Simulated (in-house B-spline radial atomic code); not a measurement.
# Gd⁷⁺: ionisation energy by several methods

Wanted: one ionisation energy, Gd⁷⁺ to configuration [Kr] 4d10 4f6 5s2 5p2, up the ladder of functionals.

Program: in-house B-spline radial atomic code version 1. Level of theory: scalar-relativistic (X2C), several functionals, spin-polarised; spherical all-electron atom at the radial basis limit. These are calculated values, not measurements, unless marked.

## 1. The atom as given

* element: gadolinium (Z = 64)
* charge: +7
* electrons: 57
* configuration: [Kr] 4d10 4f6 5s2 5p3
* nucleus: Fermi, rms radius 5.157 fm

Outer shells as boxes (Hund's rule):

[Kr] 4d10 4f6 5s2 5p3
```
[Kr] core
4d [↑↓][↑↓][↑↓][↑↓][↑↓]
4f [↑ ][↑ ][↑ ][↑ ][↑ ][↑ ][  ]
5s [↑↓]
5p [↑ ][↑ ][↑ ]
```

Where spins are not typed, each open shell is filled with up spins first.

## 2. OLYP

The run's settings:

```ini
Z = 64
electrons = 57.0
configuration = [Kr] 4d10 4f6 5s2 5p3
hamiltonian = x2c
method = optx,lyp
spin_polarised = True
nucleus = fermi
rms_radius = 5.1569
mass_number = 158
atomic_mass = 157.9241112
speed_of_light = 137.035999084
```

## 3. AM05

Settings: those of step 2 with these lines changed.

```diff
@@ -4,3 +4,3 @@
 hamiltonian = x2c
-method = optx,lyp
+method = am05
 spin_polarised = True
```

## 4. BP86

Settings: those of step 3 with these lines changed.

```diff
@@ -4,3 +4,3 @@
 hamiltonian = x2c
-method = am05
+method = b88,p86
 spin_polarised = True
```

## 5. PW91

Settings: those of step 4 with these lines changed.

```diff
@@ -4,3 +4,3 @@
 hamiltonian = x2c
-method = b88,p86
+method = pw91,pw91
 spin_polarised = True
```

## 6. Hartree-Fock

Settings: those of step 5 with these lines changed.

```diff
@@ -4,3 +4,3 @@
 hamiltonian = x2c
-method = pw91,pw91
+method = hf
 spin_polarised = True
```

## 7. BLYP

Settings: those of step 6 with these lines changed.

```diff
@@ -4,3 +4,3 @@
 hamiltonian = x2c
-method = hf
+method = b88,lyp
 spin_polarised = True
```

**Question.** The tabulated ionisation energy is 123 ± 6 eV (tabulated theoretical; NIST Atomic Spectra Database). What does each method give, and which comes nearest?

The runs gave:

| method | rung | total energy (hartree) | ΔSCF (eV) | −ε highest (eV) | ΔSCF less tabulated (eV) |
| --- | --- | --- | --- | --- | --- |
| OLYP | GGA | -11261.9866 | 122.95 | 108.15 (4f up) | -0.05 |
| AM05 | GGA | -11250.2144 | 122.77 | 107.46 (4f up) | -0.23 |
| BP86 | GGA | -11259.5244 | 122.75 | 107.39 (4f up) | -0.25 |
| PW91 | GGA | -11259.2232 | 122.79 | 107.45 (4f up) | -0.21 |
| BLYP | GGA | -11258.7708 | 122.33 | 106.96 (4f up) | -0.67 |
| Hartree-Fock | Hartree-Fock | -11254.5305 | 122.36 | 121.28 (4f up) | -0.64 |

What this shows: Tables give 123 ± 6 eV (tabulated theoretical; NIST Atomic Spectra Database) for the ionisation energy. OLYP misses by -0.05 eV, the least, and BLYP by -0.67 eV (0.54 %), the most. The table's own uncertainty is as large as these misses, so the order means little. Relativistic terms that these runs lack can be as large as the gaps between close methods, so the nearest may be so by luck. Spin-orbit coupling is left out. Open shells are averaged (over orientations, and over spins where the run is restricted), while tables refer to the lowest levels. ΔSCF removes a 5p electron, which is never the highest level here, so the two columns refer to different electrons.

Members of this set that are not shown: 12 used exact exchange with fractional occupations of an open shell, which is unsound here.
